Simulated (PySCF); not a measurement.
**C₂H₆F₃NPSi₂−: electronic excitations**

Aim: predict the electronic excitations of C₂H₆F₃NPSi₂− (`FC(F)=C(F)[P-]N([SiH3])[SiH3]`).

Programs: PySCF 2.14.0, with density-fitted response routines of our own. Each step states its level of theory. These are calculated values for one molecule in the gas phase, unless marked as measured. Atoms are numbered from 0 throughout.

## 1. The molecule as given

15 atoms, charge -1, multiplicity 1; geometry from: GFN2-xTB.

Bonds of the start (Å): F0–C1 1.35, C1–F2 1.37, C1–C3 1.35, C3–F4 1.38, C3–P5 1.77, P5–N6 1.77, N6–Si7 1.72, N6–Si8 1.72, Si7–H9 1.47, Si7–H10 1.47, Si7–H11 1.47, Si8–H12 1.47, Si8–H13 1.47, Si8–H14 1.47.

## 2. Ultraviolet spectrum: B3LYP/def2-SVPD

Job settings and geometry (Å):

```
{"job": {"kind": "uv", "xc": "B3LYP", "basis": "def2-SVPD", "nstates": 8, "ntriplets": 3}, "charge": -1, "multiplicity": 1}
F      1.257102     1.478781    -0.605002
C      2.127662     0.534977    -0.180742
F      3.396450     1.018114    -0.366720
C      1.855038    -0.670181     0.357457
F      2.987390    -1.375068     0.695812
P      0.389854    -1.586192     0.730194
N     -0.838455    -0.443710     0.176965
Si    -1.218033    -0.611761    -1.491046
Si    -1.340993     0.675132     1.380906
H     -1.702287    -1.978258    -1.737497
H     -0.075914    -0.348473    -2.372229
H     -2.295115     0.345942    -1.782065
H     -0.265356     1.563230     1.834371
H     -2.428518     1.473856     0.796346
H     -1.853240    -0.068399     2.541337
```

Method: TDDFT B3LYP/def2-SVPD, vertical, gas phase, core orbitals frozen in the response.

Started as:

```console
> OMP_NUM_THREADS=1 python probes_run.py task.json out
```

This one command runs all jobs of the session in turn.

What will the session give for the following? lowest singlet (B3LYP/def2-SVPD); brightest single state of those computed; lowest triplet. Wanted: lowest singlet; brightest single state of those computed; lowest triplet.

As calculated:

```
                                quantity                        value
        lowest singlet (B3LYP/def2-SVPD)  2.64 eV (470 nm), f = 0.000
brightest single state of those computed  state 6, 4.01 eV, f = 0.049
                          lowest triplet                      2.43 eV
```

**Reading.** The first singlet state (HOMO→LUMO 0.73, HOMO→LUMO+1 0.23) lies at 2.64 eV and is dark; of the 8 states computed, the strongest absorption comes from state 6 at 4.01 eV. The lowest triplet lies 0.21 eV below the lowest singlet (triplets in Tamm-Dancoff, singlets in full TDDFT). The lowest singlet lies above −ε(HOMO); no detachment energy was computed, so the anion's states may not be bound.
